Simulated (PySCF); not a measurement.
# NaBr2⁻: basis, grid and Hamiltonian

The method stays; parts of the set-up, such as the basis or the Hamiltonian, are changed.

Method: each script names its method and basis; program: PySCF 2.14.0.

### 1 The starting structure

NaBr2⁻: 3 atoms, charge -1, spin multiplicity 1.

Bond lengths: Na1–Br2 2.597 Å, Na1–Br3 2.597 Å. Angles: Br2–Na1–Br3 180.0°.

### 2 Base script

The input, input.py:

```python
from pyscf import gto, scf, mp

mol = gto.M(
    atom='Na 0 0 0; Br 2.5973 0 0; Br -2.5973 0 0',
    basis='pcseg-1',
    charge=-1,
    spin=0,
    verbose=4,
)
mf = scf.RHF(mol)
mf = mf.density_fit(auxbasis='def2-universal-jkfit')
mf.kernel()
mp.MP2(mf, frozen=19).kernel()
mf.dip_moment()
print('orbital energies (hartree):', mf.mo_energy[..., max(0, mol.nelec[1]-3):mol.nelec[0]+3].round(4))
```

On the command line:

```sh
$ python input.py
```

### 3 Def2-svp

Edit 1 changes basis set: pcseg-1 → def2-svp.

Edit input.py of step 2 so:

```diff
@@ -4,3 +4,3 @@
     atom='Na 0 0 0; Br 2.5973 0 0; Br -2.5973 0 0',
-    basis='pcseg-1',
+    basis='def2-svp',
     charge=-1,
```

### 4 3-21g

Edit 2 changes basis set: pcseg-1 → 3-21g.

Edit input.py of step 2 so:

```diff
@@ -4,3 +4,3 @@
     atom='Na 0 0 0; Br 2.5973 0 0; Br -2.5973 0 0',
-    basis='pcseg-1',
+    basis='3-21g',
     charge=-1,
```

### 5 Cartesian functions on

Edit 3 changes Cartesian functions: off → on.

Edit input.py of step 2 so:

```diff
@@ -7,2 +7,3 @@
     spin=0,
+    cart=True,
     verbose=4,
```

### 6 Crenbl (core potential on)

Edit 4 changes basis set: pcseg-1 → crenbl; core potential: off → on; frozen orbitals: 19 → none. The core potential changes with it: totals don't compare.

Edit input.py of step 2 so:

```diff
@@ -4,3 +4,4 @@
     atom='Na 0 0 0; Br 2.5973 0 0; Br -2.5973 0 0',
-    basis='pcseg-1',
+    basis='crenbl',
+    ecp={'Na': 'crenbl', 'Br': 'crenbl'},
     charge=-1,
@@ -12,3 +13,3 @@
 mf.kernel()
-mp.MP2(mf, frozen=19).kernel()
+mp.MP2(mf).kernel()
 mf.dip_moment()
```

What does the calculation give? Wanted: for each run, E(SCF); from base; gap; after the SCF.

As calculated:

```
                       run  E(SCF) (hartree)  from base (eV)  cycles  gap (eV)  functions                            after the SCF
                      base      -5306.228338               0       8      9.92         64   MP2 correlation -6.860 eV, core frozen
                  def2-svp      -5306.217121         +0.3052       9     10.04         79  MP2 correlation -12.866 eV, core frozen
                     3-21g      -5281.172028       +681.8169       7      9.76         57   MP2 correlation -1.812 eV, core frozen
    Cartesian functions on      -5306.275196         -1.2751       8      9.86         68   MP2 correlation -6.971 eV, core frozen
crenbl (core potential on)       -353.834322  not comparable       7     10.10         82               MP2 correlation -18.804 eV
```

What this shows: The largest comparable shift of the SCF energy, +681.817 eV, comes with the run “3-21g”. def2-svp (79 functions) gives an energy 0.31 eV higher than pcseg-1 (64); size alone doesn't order basis sets of different families. 3-21g (57 functions) gives an energy 681.82 eV higher than pcseg-1 (64).
